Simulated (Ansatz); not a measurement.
# CH₆F₂O₂Si₂: one species, many methods

How much do the methods differ for CH₆F₂O₂Si₂? The plan is to run it at one geometry with functionals of several rungs and with coupled cluster, and see how far each lands from CCSD(T) at the basis-set limit for the atomisation energy.

Program: Ansatz 0.2.0, Gaussian basis. Level of theory: functionals in def2-TZVPP, the program's frozen cores in correlated methods. These are calculated values, not measurements.

Plan: PBE-D4, r2SCAN-D4, PBE0-D4, B3LYP-D4, ωB97X-V, ωB97M-V, B2PLYP; CCSD(T)/def2-TZVPP; MP2/def2-QZVPP; extrapolation to the limit.

## (1) The relaxed structure

The geometry comes from an earlier relaxation with PBE0-D4 in a triple-zeta def2 set; it is a stationary point, not always the lowest conformer.

SMILES `O[SiH](O)C[SiH](F)F`, 13 atoms, charge 0, spin multiplicity 1.

Atoms are counted from 1 here; the program's logs count them from 0.

Bond lengths: O1–Si2 1.637 Å, O1–H8 0.959 Å, Si2–O3 1.637 Å, Si2–C4 1.882 Å, Si2–H9 1.474 Å, O3–H10 0.959 Å, C4–Si5 1.831 Å, C4–H11 1.096 Å, C4–H12 1.096 Å, Si5–F6 1.599 Å, Si5–F7 1.599 Å, Si5–H13 1.475 Å. Angles: Si2–O1–H8 118.8°, O1–Si2–O3 114.8°, O1–Si2–C4 108.9°, O1–Si2–H9 105.8°, O3–Si2–C4 108.9°, O3–Si2–H9 105.8°, C4–Si2–H9 112.7°, Si2–O3–H10 118.7°, Si2–C4–Si5 113.5°, Si2–C4–H11 108.9°, Si2–C4–H12 108.9°, Si5–C4–H11 108.8°, Si5–C4–H12 108.9°, H11–C4–H12 107.6°, C4–Si5–F6 108.7°, C4–Si5–F7 108.7°, C4–Si5–H13 118.2°, F6–Si5–F7 105.5° and more.

## (2) PBE-D4 (GGA)

Input file in.yaml:

```yaml
crystal:
  periodic: [false, false, false]
  atoms:
    - {symbol: O, position_ang: [0.823992, -1.726142, -1.089535]}
    - {symbol: Si, position_ang: [1.090146, -0.876278, 0.284327]}
    - {symbol: O, position_ang: [2.169211, 0.346229, 0.136691]}
    - {symbol: C, position_ang: [-0.546201, -0.174664, 0.894579]}
    - {symbol: Si, position_ang: [-1.312758, 1.012058, -0.269863]}
    - {symbol: F, position_ang: [-1.518693, 0.286094, -1.679374]}
    - {symbol: F, position_ang: [-0.277298, 2.198385, -0.547100]}
    - {symbol: H, position_ang: [0.229239, -1.363001, -1.748907]}
    - {symbol: H, position_ang: [1.691080, -1.828972, 1.234783]}
    - {symbol: H, position_ang: [1.876491, 1.175800, -0.246103]}
    - {symbol: H, position_ang: [-0.380734, 0.327915, 1.854249]}
    - {symbol: H, position_ang: [-1.243911, -1.001542, 1.068685]}
    - {symbol: H, position_ang: [-2.600575, 1.624119, 0.107548]}
basis:
  gaussian: {orbitals: def2-TZVPP}
hamiltonian: {xc: pbe, dispersion: d4}
output: {forces: true, orbitals: {seedname: orbitals}}
```

The run is started by

```sh
ansatz run in.yaml --threads 2 --pin off --events-out ev --progress --plain --max-ram 22528MiB --backend cuda --devices 0, --max-vram 18GiB
```

The runs that follow: r2SCAN-D4 (meta-GGA); PBE0-D4 (hybrid); B3LYP-D4 (hybrid); ωB97X-V (range-separated); ωB97M-V (range-separated); B2PLYP (double hybrid); CCSD(T) in def2-TZVPP; MP2 in def2-QZVPP.

Before running them: what should the planned runs give, taken together? Wanted: atomisation energy, CCSD(T)/CBS; farthest; mean size of error, hybrid; mean size of error, range-separated; gap, smallest and largest; T1 diagnostic; triples share of the correlation energy.

**Answer**, as computed:

```
                               quantity                                 value
        atomisation energy, CCSD(T)/CBS                       1255.4 kcal/mol
functionals within 6.3 kcal/mol (0.5 %)   PBE-D4, r2SCAN-D4, ωB97X-V, ωB97M-V
                               farthest               B2PLYP (-22.4 kcal/mol)
             mean size of error, hybrid                         18.5 kcal/mol
    mean size of error, range-separated                          4.0 kcal/mol
              gap, smallest and largest  6.76 eV (PBE-D4), 13.45 eV (ωB97X-V)
                          T1 diagnostic                                0.0118
triples share of the correlation energy                                 3.2 %
```

**Reading.** PBE-D4 misses by +2.2 kcal/mol. Double hybrids carry the basis error of their MP2 part in triple zeta, and no dispersion term here, so their miss is partly the set-up's. Misses under about 6.3 kcal/mol are within the doubt on the reference itself, which lacks core-valence correlation, relativity and higher excitations. Hartree-Fock recovers 73 % of the binding; the rest is correlation. The gap grows from 6.8 to 13.4 eV across the functionals, mostly with the share of exact exchange.
